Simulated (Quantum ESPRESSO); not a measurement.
Al:

```
Al
1.0
     0.00000    2.02500    2.02500
     2.02500    0.00000    2.02500
     2.02500    2.02500    0.00000
Al
1
Direct
  0.00000 0.00000 0.00000
```

* Program: Quantum ESPRESSO 7.5
* Task: phonons and electron-phonon coupling
* Functional: LDA
* Potentials or basis: GBRV 1.5 LDA
* Cutoff: 612 eV
* Density cutoff: 4898 eV
* k mesh: 12 × 12 × 12
* Occupations: methfessel-paxton, width 0.272 eV
* Spin: no spin polarisation
* Form of the LDA correlation: PZ81
* Mixing beta: 0.5
* Most SCF iterations: 120
* SCF threshold: 2e-10 Ry
* q mesh: 4 × 4 × 4

Problem. What are the zero-point energy, and the vibrational entropy and heat capacity at 298.15 K?

Solution. Zero-point energy 35.7 meV/atom; entropy 3.51 k_B/atom (29.2 J/(K·mol of atoms)); Cv 2.78 k_B/atom, 93 % of the classical limit. These are harmonic values without the electrons' part.

Phonon frequencies at the corners of the path (cm⁻¹, interpolated; i marks imaginary ones):
| point | frequencies |
| --- | --- |
| Γ | 0 0 0 |
| X | 174 174 321 |
| W | 198 247 247 |
| K | 165 242 276 |
| L | 127 127 273 |
| U | 165 242 276 |

Harmonic thermodynamics per atom at this volume (zero-point energy 35.7 meV, Debye temperature from the second moment 373 K):
| T (K) | free energy (meV) | entropy (k_B) | heat capacity Cv (k_B) |
| --- | --- | --- | --- |
| 50 | 35.5 | 0.19 | 0.55 |
| 100 | 33.1 | 0.94 | 1.67 |
| 200 | 18.3 | 2.44 | 2.54 |
| 298.15 | -7.1 | 3.51 | 2.78 |
| 500 | -82.0 | 4.99 | 2.92 |
| 800 | -230.1 | 6.37 | 2.97 |

Phonon states per cell in windows of 20 cm⁻¹ (negative: imaginary):
| from (cm⁻¹) | total |
| --- | --- |
| 0 | 0.00 |
| 20 | 0.00 |
| 40 | 0.02 |
| 60 | 0.04 |
| 80 | 0.07 |
| 100 | 0.14 |
| 120 | 0.31 |
| 140 | 0.44 |
| 160 | 0.48 |
| 180 | 0.28 |
| 200 | 0.21 |
| 220 | 0.21 |
| 240 | 0.16 |
| 260 | 0.52 |
| 280 | 0.09 |
| 300 | 0.03 |

Caveat: λ from interpolated matrix elements is rough: modes that symmetry makes equal can differ by tens of percent.
